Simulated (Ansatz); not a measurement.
# ZrCd2: the cost of one run

Program: Ansatz 0.2.0. Level of theory: DFT PBE, scalar-relativistic, plane waves, PAW. These are calculated values, not measurements.

### Step 1. Starting point

It takes space group R-3m (No. 166, trigonal). The conventional cell has a = 3.699 Å, b = 3.699 Å, c = 16.756 Å, α = 90.00°, β = 90.00°, γ = 120.00°. Zr (site symmetry -3m) has 6 Cd at 2.55 Å as nearest neighbours. Cd (site symmetry 3m) is surrounded by 3 Zr at 2.55 Å.

Coordinates:

```
Zr Cd
1.0
     1.84929    1.06769    5.58534
    -1.84929    1.06769    5.58534
     0.00000   -2.13538    5.58534
Zr Cd
1 2
Direct
  0.00000 0.00000 0.00000
  0.75000 0.75000 0.75000
  0.25000 0.25000 0.25000
```

(A quick probe on a coarse mesh, which set the mesh and smearing, is not shown.)

### Step 3. Coarse relaxation

Input file input.yaml:

```yaml
crystal:
  lattice:
    - [1.8492928074, 1.0676897002, 5.5853373513]
    - [-1.8492928074, 1.0676897002, 5.5853373513]
    - [0.0, -2.1353794003, 5.5853373513]
  atoms:
    - { symbol: Zr, position: [0.0, 0.0, 0.0] }
    - { symbol: Cd, position: [0.75, 0.75, 0.75] }
    - { symbol: Cd, position: [0.25, 0.25, 0.25] }
basis:
  ecutwfc: 420
kpoints:
  mp_grid: { grid: [6, 6, 6] }
hamiltonian:
  xc: pbe
scf:
  occupations: { method: gaussian, width: 0.1 }
  lower_state_search: "off"
output:
  forces: true
  stress: true
  eigenvalues: true
relax:
  adjacent_minimum: "off"
  f_tol: 0.04
  max_steps: 70
  cell: { stress_tol: 0.4 }
```

Launch:

```console
$ ansatz run input.yaml --threads 1 --pin off --max-ram 2560MiB --backend cpu --events-out ev --progress --plain --runs-dir out
```

Q: Estimate wall time and peak memory on 1 thread of Intel Xeon 6975P-C (Granite Rapids), shared host.

About 31 s, with a peak of 0.44 GiB.
